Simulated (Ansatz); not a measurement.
**Alloy of GaAs and InP (22 of 32 As sites, 22 of 32 Ga sites exchanged), 64 atoms, part 1 of 2**

How does this alloy cell relax, and what gap do PBEsol and HSE06 give?

Program: Ansatz 0.2.0, PAW, plane waves. These are calculated values, not measurements.

### Step 1. The system as built

64 atoms (22 In, 10 Ga, 10 As, 22 P); a = 11.621 Å, b = 11.621 Å, c = 11.621 Å, α = 90.00°, β = 90.00°, γ = 90.00°. All atoms were shaken off their sites by about 0.02 Å along each axis.

Steps to follow: (2) PBEsol cell relaxation at the single k point (¼, ¼, ¼), on 1 × NVIDIA H100 80GB HBM3 with 4 threads of AMD EPYC 7R13; (3) HSE06 single point at the Γ point alone, on 1 × NVIDIA H100 80GB HBM3 with 4 threads of AMD EPYC 7R13.

### Step 2. Relaxing cell and atoms with PBEsol

The input, in.yaml:

```yaml
crystal:
  lattice:
    - [11.620854, 0.000000, 0.000000]
    - [0.000000, 11.620854, 0.000000]
    - [0.000000, 0.000000, 11.620854]
  atoms:
    - { symbol: In, position: [0.001425, 0.000903, 0.999407] }
    - { symbol: In, position: [0.001701, 0.498471, 0.498787] }
    - { symbol: In, position: [0.498358, 0.002472, 0.998124] }
    - { symbol: In, position: [0.500027, 0.501429, 0.000848] }
    - { symbol: In, position: [0.246738, 0.249559, 0.501124] }
    - { symbol: In, position: [0.249596, 0.749511, 0.000186] }
    - { symbol: In, position: [0.250554, 0.750365, 0.494368] }
    - { symbol: In, position: [0.748121, 0.253329, 0.999283] }
    - { symbol: In, position: [0.747197, 0.746580, 0.002652] }
    - { symbol: In, position: [0.249087, 0.999876, 0.247686] }
    - { symbol: In, position: [0.250818, 0.999956, 0.749100] }
    - { symbol: In, position: [0.248534, 0.496231, 0.249387] }
    - { symbol: In, position: [0.249969, 0.503040, 0.748289] }
    - { symbol: In, position: [0.750943, 0.999953, 0.249662] }
    - { symbol: In, position: [0.750970, 0.998781, 0.748958] }
    - { symbol: In, position: [0.749040, 0.501957, 0.748781] }
    - { symbol: In, position: [0.999983, 0.249156, 0.247853] }
    - { symbol: In, position: [0.998242, 0.251404, 0.750160] }
    - { symbol: In, position: [0.999540, 0.751060, 0.249998] }
    - { symbol: In, position: [0.999016, 0.748868, 0.748733] }
    - { symbol: In, position: [0.499330, 0.248761, 0.248945] }
    - { symbol: In, position: [0.497062, 0.751879, 0.751259] }
    - { symbol: Ga, position: [0.002846, 0.998001, 0.498599] }
    - { symbol: Ga, position: [0.000007, 0.498939, 0.002967] }
    - { symbol: Ga, position: [0.501406, 0.000896, 0.499525] }
    - { symbol: Ga, position: [0.503322, 0.500900, 0.503011] }
    - { symbol: Ga, position: [0.246568, 0.251972, 0.001097] }
    - { symbol: Ga, position: [0.751752, 0.250943, 0.498658] }
    - { symbol: Ga, position: [0.750517, 0.750070, 0.497297] }
    - { symbol: Ga, position: [0.752343, 0.501402, 0.250428] }
    - { symbol: Ga, position: [0.499582, 0.252809, 0.749806] }
    - { symbol: Ga, position: [0.501951, 0.749766, 0.250020] }
    - { symbol: As, position: [0.121351, 0.125152, 0.123797] }
    - { symbol: As, position: [0.123362, 0.127305, 0.623914] }
    - { symbol: As, position: [0.123824, 0.623622, 0.124932] }
    - { symbol: As, position: [0.376476, 0.376425, 0.625414] }
    - { symbol: As, position: [0.873456, 0.873001, 0.623147] }
    - { symbol: As, position: [0.376699, 0.124101, 0.372955] }
    - { symbol: As, position: [0.374129, 0.624713, 0.872492] }
    - { symbol: As, position: [0.878817, 0.124850, 0.875662] }
    - { symbol: As, position: [0.124620, 0.876497, 0.874946] }
    - { symbol: As, position: [0.623711, 0.373326, 0.873906] }
    - { symbol: P, position: [0.122520, 0.625151, 0.623732] }
    - { symbol: P, position: [0.626840, 0.123556, 0.121508] }
    - { symbol: P, position: [0.620681, 0.125714, 0.626686] }
    - { symbol: P, position: [0.625520, 0.625877, 0.123992] }
    - { symbol: P, position: [0.619830, 0.625868, 0.623233] }
    - { symbol: P, position: [0.375738, 0.377088, 0.126473] }
    - { symbol: P, position: [0.374873, 0.876093, 0.127284] }
    - { symbol: P, position: [0.375521, 0.876429, 0.627148] }
    - { symbol: P, position: [0.874766, 0.373764, 0.124171] }
    - { symbol: P, position: [0.877395, 0.373003, 0.625201] }
    - { symbol: P, position: [0.875868, 0.877592, 0.128713] }
    - { symbol: P, position: [0.374307, 0.123673, 0.872626] }
    - { symbol: P, position: [0.374363, 0.622424, 0.373253] }
    - { symbol: P, position: [0.878760, 0.124374, 0.374591] }
    - { symbol: P, position: [0.870645, 0.626140, 0.374180] }
    - { symbol: P, position: [0.875148, 0.625538, 0.874355] }
    - { symbol: P, position: [0.126915, 0.378487, 0.373157] }
    - { symbol: P, position: [0.124655, 0.375959, 0.872994] }
    - { symbol: P, position: [0.127065, 0.873959, 0.373948] }
    - { symbol: P, position: [0.624608, 0.375770, 0.376621] }
    - { symbol: P, position: [0.625926, 0.874946, 0.375315] }
    - { symbol: P, position: [0.625215, 0.872311, 0.876563] }
  symmetry: { detect: false }
kpoints:
  mp_grid: { grid: [1, 1, 1], shift: [0.25, 0.25, 0.25] }
hamiltonian:
  xc: pbesol
scf:
  occupations: { method: fermi_dirac, width: 0.01 }
relax:
  f_tol: 0.03
  max_steps: 80
  escape_saddle: false
  adjacent_minimum: "off"
  cell: { fix: [shape] }
output:
  forces: true
  eigenvalues: true
  populations: true
```

The run is started by

```console
> ansatz run in.yaml --threads 4 --pin off --max-ram 42750MiB --runs-dir r --events-out ev --progress --plain --backend cuda --devices 0, --max-vram 37GiB
```

Output:

```text
Pseudopotentials: kind: paw
Functional definition: PBEsol
  exchange = pbesol_x
  correlation = pbesol_c
Crystal: 64 atoms, lattice volume = 1569.329 Å³
Basis set: ecut = 420 eV, 30839 PW (Γ), exchange–correlation on 160×160×160 points (8 copies of the dense FFT grid, shifted against one another)
Bands: 406, of which v1, the nominal top of the filled ones, is band 338 counted from 1 (337 counted from 0)
Symmetry: 1 space group operations
k-points: 1
Non-local potential: In, projectors of the file, l = 0: 2, l = 1: 2, l = 2: 2, l = 3: 2
Non-local potential: Ga, projectors of the file, l = 0: 2, l = 1: 2, l = 2: 3, l = 3: 1
Non-local potential: As, projectors of the file, l = 0: 2, l = 1: 2, l = 2: 3, l = 3: 1
Non-local potential: P, projectors of the file, l = 0: 2, l = 1: 2, l = 2: 2
PAW form: soft (Blöchl's): semilocal exchange-correlation on the pseudo side does not see the compensation charge
PAW frozen core: In, regenerated for the run's functional, and the local potential with it (the file was generated under x = pbe(κ = 0.804, μ = 0.2195149727645171), c = pbe(β = 0.06672455060314922))
PAW frozen core: Ga, regenerated for the run's functional, and the local potential with it (the file was generated under x = pbe(κ = 0.804, μ = 0.2195149727645171), c = pbe(β = 0.06672455060314922))
PAW frozen core: As, regenerated for the run's functional, and the local potential with it (the file was generated under x = pbe(κ = 0.804, μ = 0.2195149727645171), c = pbe(β = 0.06672455060314922))
PAW frozen core: P, regenerated for the run's functional, and the local potential with it (the file was generated under x = pbe(κ = 0.804, μ = 0.2195149727645171), c = pbe(β = 0.06672455060314922))
PAW one-centre angular grid: In, 590 points (default); XC on 64 Gauss nodes
PAW one-centre angular grid: Ga, 590 points (default); XC on 64 Gauss nodes
PAW one-centre angular grid: As, 590 points (default); XC on 64 Gauss nodes
PAW one-centre angular grid: P, 110 points (default); XC on 64 Gauss nodes
Initial density: superposition of atomic densities (neutral atoms: chi_scale 0, normalization atom), corrected by the library's trained network
Initial wavefunctions: pseudopotential atomic-orbital guess
Functional: x = pbesol(κ = 0.804, μ = 0.12345679012345678), c = pbesol(β = 0.046)
SCF iter   1: F=—  HF=-223414.058076 eV  |F-HF|=—  |Δ(HF+E_count)|=         —  Δρ=5.35e-3  dr2=6.72e-1  ethr=1.77e-3  ⟨swp⟩=8.0  Hψ=1823  notcnv=0
preconditioner: auto → Resta (q_TF=auto, 2.371 Å⁻¹)  ε∞=3.8  [insulator: Δε(μ)=1.376 eV  Ē_g=13.430 eV  σ=0.010 eV  W_gap=1.00  n_scr=364 (ndim 8)  ℏωp=22.5 eV  f_vac=0.039  D(μ)=0.00/eV (n_scr^D=0)  ε∞_Penn≈3.8]
SCF iter   2: F=—  HF=-223413.856238 eV  |F-HF|=—  |Δ(HF+E_count)|=   2.02e-1  Δρ=2.31e-3  dr2=1.27e-1  ethr=9.94e-5  ⟨swp⟩=2.0  Hψ=544  notcnv=0  defer=63
SCF iter   3: F=—  HF=-223413.830740 eV  |F-HF|=—  |Δ(HF+E_count)|=   2.55e-2  Δρ=5.57e-4  dr2=8.07e-3  ethr=1.88e-5  ⟨swp⟩=4.0  Hψ=481  notcnv=0  defer=63
SCF iter   4: F=—  HF=-223413.834331 eV  |F-HF|=—  |Δ(HF+E_count)|=   3.59e-3  Δρ=2.52e-4  dr2=1.93e-3  ethr=1.19e-6  ⟨swp⟩=2.0  Hψ=685  notcnv=0  defer=63
SCF iter   5: F=—  HF=-223413.831368 eV  |F-HF|=—  |Δ(HF+E_count)|=   2.96e-3  Δρ=9.87e-5  dr2=2.54e-4  ethr=2.85e-7  ⟨swp⟩=2.0  Hψ=678  notcnv=0  defer=63
SCF iter   6: F=—  HF=-223413.831459 eV  |F-HF|=—  |Δ(HF+E_count)|=   9.09e-5  Δρ=3.68e-5  dr2=2.38e-5  ethr=3.76e-8  ⟨swp⟩=3.0  Hψ=633  notcnv=0  defer=63
SCF iter   7: F=—  HF=-223413.833323 eV  |F-HF|=—  |Δ(HF+E_count)|=   1.86e-3  Δρ=1.19e-5  dr2=3.12e-6  ethr=3.53e-9  ⟨swp⟩=2.0  Hψ=744  notcnv=0  defer=63
SCF iter   8: F=—  HF=-223413.833325 eV  |F-HF|=—  |Δ(HF+E_count)|=   2.38e-6  Δρ=3.92e-6  dr2=2.96e-7  ethr=4.62e-10  ⟨swp⟩=2.0  Hψ=681  notcnv=0  defer=63
SCF iter   9: F=-223413.833325 eV  HF=-223413.833325 eV  |F-HF|=1.78e-8  |Δ(HF+E_count)|=   3.43e-7  Δρ=1.36e-6  dr2=4.17e-8  ethr=1.48e-11  ⟨swp⟩=13.0  Hψ=2514  notcnv=0
SCF 1 converged in 9 iterations: F = -223413.833325 eV  dr2 = 4.17e-8
relax step   1: F+E_penalty+E_count = -223413.83332536 eV  Δ(F+E_penalty+E_count) = +0.000e0 eV  max|allowed force component| = 1.666e0 eV/Å  Δτ_max = 0.0000 Å  P = +0.847 GPa  Ω = 1569.329 Å³  fix = [alpha, beta, gamma, b/a, c/a]  reactions: b/a +0.004, c/a -0.010 GPa; alpha +0.666, beta +0.628, gamma +0.645 GPa/rad  (9 SCF iters, dr2 threshold 1.00e-7 eV, accepted)
[... 15 lines left out ...]
relax step   2: F+E_penalty+E_count = -223417.05407063 eV  Δ(F+E_penalty+E_count) = -3.221e0 eV  max|allowed force component| = 2.491e-1 eV/Å  Δτ_max = 0.1973 Å  P = -0.920 GPa  Ω = 1587.082 Å³  energy of the carried Pulay correction = -3.883e-3 eV  fix = [alpha, beta, gamma, b/a, c/a]  reactions: b/a -0.024, c/a +0.023 GPa; alpha +0.501, beta +0.424, gamma +0.409 GPa/rad  (8 SCF iters, dr2 thresh [...]
[... 3 lines left out ...]
relax step   3: F+E_penalty+E_count = -223417.16281296 eV  Δ(F+E_penalty+E_count) = -1.087e-1 eV  max|allowed force component| = 4.703e-1 eV/Å  Δτ_max = 0.1509 Å  P = -0.049 GPa  Ω = 1565.833 Å³  energy of the carried Pulay correction = +7.700e-4 eV  fix = [alpha, beta, gamma, b/a, c/a]  reactions: b/a -0.025, c/a +0.030 GPa; alpha +0.481, beta +0.411, gamma +0.409 GPa/rad  (6 SCF iters, dr2 thres [...]
[... 5 lines left out ...]
relax step   4: F+E_penalty+E_count = -223417.22208895 eV  Δ(F+E_penalty+E_count) = -5.928e-2 eV  max|allowed force component| = 3.040e-2 eV/Å  Δτ_max = 0.1057 Å  P = -0.005 GPa  Ω = 1564.723 Å³  energy of the carried Pulay correction = +1.015e-3 eV  fix = [alpha, beta, gamma, b/a, c/a]  reactions: b/a -0.029, c/a +0.029 GPa; alpha +0.509, beta +0.428, gamma +0.408 GPa/rad  (6 SCF iters, dr2 thres [...]
[... 10 lines left out ...]
relax step   5: F+E_penalty+E_count = -223417.22365548 eV  Δ(F+E_penalty+E_count) = -1.567e-3 eV  max|allowed force component| = 7.964e-3 eV/Å  Δτ_max = 0.0110 Å  P = +0.000 GPa  Ω = 1564.618 Å³  energy of the carried Pulay correction = +1.038e-3 eV  fix = [alpha, beta, gamma, b/a, c/a]  reactions: b/a -0.028, c/a +0.028 GPa; alpha +0.507, beta +0.428, gamma +0.408 GPa/rad  (6 SCF iters, dr2 thres [...]
[... 8 lines left out ...]
relax step   6: F+E_penalty+E_count = -223417.22302351 eV  Δ(F+E_penalty+E_count) = +6.320e-4 eV  max|allowed force component| = 7.961e-3 eV/Å  Δτ_max = 0.0000 Å  P = -0.000 GPa  Ω = 1564.618 Å³  fix = [alpha, beta, gamma, b/a, c/a]  reactions: b/a -0.028, c/a +0.028 GPa; alpha +0.507, beta +0.428, gamma +0.407 GPa/rad  stress off target by 2.89e-4 GPa on what of the cell is left free  SCF on the [...]
SCF converged after 4 iterations
Free energy (F): -223417.223024 eV
Harris-Foulkes:  -223417.223024 eV  (|F-HF|=5.82e-11)
Internal energy: -223417.223024 eV  (E = F + TS)
E sigma→0 (E₀):  -223417.223024 eV
Fermi energy:    7.705125 eV
--- Per-component energies (eV) ---
  E_band       = -4434.926974
  E_kinetic    = 9088.185846
  E_local      = -75068.878281  (includes V_loc(G=0)·N_el)
  E_nonlocal   = 6438.198934
  E_hartree    = 34335.736788
  E_xc         = -7501.638146
  E_vxc        = -4896.325888  (∫ρ·V_xc dr)
  E_paw        = -139487.086711  (= ΣΔE_a)
  E_vpaw       = -8667.579926  (= ΣTr[D̂ρ^β])
  E_aug_tail   = -0.000425  (compensation charges beyond the density's cutoff)
  E_ewald      = -51246.239062
  E_core_change = 24.498034  (= ΣΔE_core)
  E_smearing   = -0.000000  (= −TS)
  E_closure    = 0.000000  (closes the sum)
  Σ components = -223417.223024   (vs F -223417.223024, Δ=0.00e0)
--- Forces (eV/Å), atoms counted from 1 ---
  atom   1  In    -0.00028895    -0.00034989     0.00042004
  atom   2  In    -0.00236451     0.00111377    -0.00181145
  atom   3  In     0.00115872     0.00155576     0.00028942
  atom   4  In    -0.00202767    -0.00052061     0.00018791
  atom   5  In     0.00065074    -0.00093072    -0.00064303
  atom   6  In     0.00194711     0.00127523    -0.00066993
  atom   7  In    -0.00039965    -0.00031439     0.00168110
  atom   8  In    -0.00092259     0.00148495    -0.00083397
  atom   9  In     0.00015664    -0.00018171    -0.00075676
  atom  10  In    -0.00159698     0.00174258    -0.00101033
  atom  11  In    -0.00140732     0.00312847     0.00008479
  atom  12  In    -0.00041150    -0.00113116    -0.00108125
  atom  13  In     0.00064525    -0.00069407     0.00093557
  atom  14  In    -0.00249475    -0.00087645     0.00147500
  atom  15  In     0.00380370     0.00057566     0.00205128
  atom  16  In     0.00046500    -0.00171755     0.00046292
  atom  17  In     0.00150470    -0.00004553    -0.00089563
  atom  18  In     0.00194581    -0.00093840     0.00025717
  atom  19  In     0.00064354    -0.00051556    -0.00032709
  atom  20  In     0.00130637     0.00128731    -0.00027436
  atom  21  In    -0.00203101     0.00027495    -0.00089827
  atom  22  In    -0.00052676    -0.00108063    -0.00353878
  atom  23  Ga     0.00376075     0.00366233     0.00245732
  atom  24  Ga     0.00077694    -0.00006446    -0.00131278
  atom  25  Ga    -0.00031995     0.00174627     0.00071603
  atom  26  Ga    -0.00179977    -0.00153209     0.00257983
  atom  27  Ga     0.00027384    -0.00022512     0.00008799
  atom  28  Ga    -0.00047405    -0.00293787     0.00205619
  atom  29  Ga    -0.00071240     0.00058021     0.00048128
  atom  30  Ga     0.00126828    -0.00287370    -0.00291067
  atom  31  Ga    -0.00082102     0.00010631    -0.00106130
  atom  32  Ga    -0.00147548     0.00200711    -0.00137489
  atom  33  As     0.00073524     0.00008696    -0.00015915
  atom  34  As    -0.00140981    -0.00436932    -0.00218075
  atom  35  As     0.00136424    -0.00054096    -0.00044989
  atom  36  As     0.00201734     0.00381577     0.00194560
  atom  37  As     0.00048580     0.00225434     0.00796077
  atom  38  As    -0.00013510     0.00399838    -0.00069389
  atom  39  As     0.00156347     0.00110714    -0.00000035
  atom  40  As     0.00166306     0.00210686    -0.00198245
  atom  41  As     0.00011073    -0.00150315     0.00136235
  atom  42  As     0.00242230    -0.00194956     0.00173057
  atom  43  P      0.00036769    -0.00110700    -0.00224212
  atom  44  P     -0.00020057     0.00035278    -0.00039600
  atom  45  P      0.00154293    -0.00289587    -0.00134002
  atom  46  P      0.00164088     0.00070693     0.00071609
  atom  47  P     -0.00049071    -0.00270064    -0.00434785
  atom  48  P     -0.00076285     0.00033849    -0.00111555
  atom  49  P      0.00090626    -0.00110697     0.00441248
  atom  50  P      0.00116367    -0.00126576     0.00037022
  atom  51  P     -0.00336880     0.00231819     0.00340847
  atom  52  P     -0.00191713     0.00053503    -0.00061611
  atom  53  P     -0.00087573    -0.00099180     0.00080689
  atom  54  P     -0.00032249    -0.00184887    -0.00210638
  atom  55  P     -0.00023408     0.00117095    -0.00110218
  atom  56  P     -0.00219904     0.00156214    -0.00385364
  atom  57  P      0.00089901     0.00200684    -0.00159372
  atom  58  P     -0.00261991    -0.00074181    -0.00075939
  atom  59  P      0.00170010     0.00157430     0.00162593
  atom  60  P     -0.00059423    -0.00045123     0.00123750
  atom  61  P     -0.00126047    -0.00010635     0.00031343
  atom  62  P     -0.00058236     0.00047931     0.00182742
  atom  63  P      0.00024549    -0.00534028    -0.00016089
  atom  64  P     -0.00208815    -0.00110479     0.00055982
  max |Σ_I F_I| component: 1.05e-6 eV/Å
--- Stress (GPa, compression-positive) ---
       -0.000464      -0.407449      -0.428002
       -0.407449      -0.028538      -0.506510
       -0.428002      -0.506510       0.028136
  P = ⅓ Tr σ = -0.0003 GPa (-0.003 kbar)
--- Band table (eV) ---
  k-point 0: bands = [... 326 lower levels ..., "6.1366", "6.1987", "6.2249", "6.2858", "6.3077", "6.3235", "6.3464", "6.5643", "6.6228", "6.6711", "7.0569", "7.1004", "8.3097", "8.8237", "8.8740", "8.9247", "8.9598", "9.1903", "9.2300", "9.2699", "9.3078", "9.3378", "9.3900", "9.5236", ... 56 higher levels ...]
--- Relaxed structure (5 steps of the walk, 5 accepted, 1 SCFs on fresh bases) ---
  F+E_penalty+E_count = -223417.22302351 eV   max|allowed force component| = 7.961e-3 eV/Å   (the final SCF, on the basis selected at the relaxed cell)
  cell:  # Å, volume = 1564.6178 Å³
    - [11.609212415029337, -3.6975648007657714e-144, 1.3689623353923324e-111]
    - [-3.6975648007657714e-144, 11.609212415029337, -7.020433286514937e-144]
    - [1.3689623353923324e-111, -7.020433286514937e-144, 11.609212415029337]
  atoms:
    - { symbol: In, position: [-0.0003562566562817935, -0.0005852486069206784, 1.0038413657587284] }
    - { symbol: In, position: [-0.007949775412622253, 0.501166769151315, 0.4962534474745011] }
[... 62 atoms left out; the next input holds them all, rounded ...]
--- Löwdin populations: 64 sites ---
  site symbol       q [e]
     0     In     12.7336
     1     In     12.7330
     2     In     12.7145
     3     In     12.7327
     4     In     12.7365
     5     In     12.7402
     6     In     12.7160
     7     In     12.7403
     8     In     12.7209
     9     In     12.7359
    10     In     12.7327
    11     In     12.7355
    12     In     12.7295
    13     In     12.7308
    14     In     12.7312
    15     In     12.7382
    16     In     12.7241
    17     In     12.7349
    18     In     12.7393
    19     In     12.7303
    20     In     12.7341
    21     In     12.7342
    22     Ga     12.9473
    23     Ga     12.9473
    24     Ga     12.9636
    25     Ga     12.9500
    26     Ga     12.9471
    27     Ga     12.9500
    28     Ga     12.9707
    29     Ga     12.9698
    30     Ga     12.9479
    31     Ga     12.9616
    32     As     15.1814
    33     As     15.1874
    34     As     15.1880
    35     As     15.1244
    36     As     15.1241
    37     As     15.1907
    38     As     15.2522
    39     As     15.2497
    40     As     15.2468
    41     As     15.1887
    42      P      5.2215
    43      P      5.2259
    44      P      5.0468
    45      P      5.0996
    46      P      5.0984
    47      P      5.1653
    48      P      5.1632
    49      P      5.1600
    50      P      5.1030
    51      P      5.1639
    52      P      5.2246
    53      P      5.1016
    54      P      5.1011
    55      P      5.1026
    56      P      5.1028
    57      P      5.1585
    58      P      5.2260
    59      P      5.1003
    60      P      5.1608
    61      P      5.0461
    62      P      5.0468
    63      P      5.2225
  spilling = 0.002029 (of n_electrons = 676.000000)
```

Run time: 12 s. Hardware: 1 × NVIDIA H100 80GB HBM3 with 4 threads of AMD EPYC 7R13, shared host; peak host memory 1.7 GiB.

The walk (solves on a freshly chosen basis count as rows, and their energies jump a little):

| accepted step | energy change (eV) | largest force component (eV/Å) | SCF cycles | pressure (GPa) |
| --- | --- | --- | --- | --- |
| 1 | 0.000 | 1.666 | 9 | 0.85 |
| 2 | -3.221 | 0.249 | 8 | -0.92 |
| 3 | -3.329 | 0.470 | 6 | -0.05 |
| 4 | -3.389 | 0.030 | 6 | 0.00 |
| 5 | -3.390 | 0.008 | 6 | 0.00 |
| 6 | -3.390 | 0.008 | 4 | 0.00 |

Largest shifts, less the median shift:

| atom | shift (Å) | dx | dy | dz |
| --- | --- | --- | --- | --- |
| P51 | 0.217 | -0.049 | 0.202 | 0.062 |
| P49 | 0.204 | 0.139 | -0.115 | 0.096 |
| As37 | 0.202 | -0.062 | -0.047 | -0.186 |
| P46 | 0.199 | -0.007 | -0.020 | 0.198 |
| P54 | 0.191 | 0.030 | 0.188 | -0.002 |
| P47 | 0.187 | 0.089 | 0.000 | -0.165 |
| P50 | 0.185 | 0.108 | 0.090 | -0.120 |
| As33 | 0.183 | 0.146 | 0.102 | -0.040 |

|  | before | after | change |
| --- | --- | --- | --- |
| a (Å) | 11.621 | 11.609 | -0.10 % |
| b (Å) | 11.621 | 11.609 | -0.10 % |
| c (Å) | 11.621 | 11.609 | -0.10 % |
| volume (Å³/atom) | 24.521 | 24.447 | -0.30 % |

Bond lengths by pair after relaxation (within a distance cut, which drops stretched bonds):

| pair | count | mean (Å) | spread (Å) | least | most |
| --- | --- | --- | --- | --- | --- |
| As–Ga | 9 | 2.464 | 0.019 | 2.434 | 2.507 |
| As–In | 31 | 2.597 | 0.018 | 2.572 | 2.644 |
| Ga–P | 31 | 2.400 | 0.020 | 2.361 | 2.437 |
| In–P | 57 | 2.544 | 0.020 | 2.512 | 2.598 |

Top filled level 7.100 eV, lowest empty level 8.310 eV: 1.21 eV apart at the single k point (¼, ¼, ¼).

(Continued in part 2 of 2.)
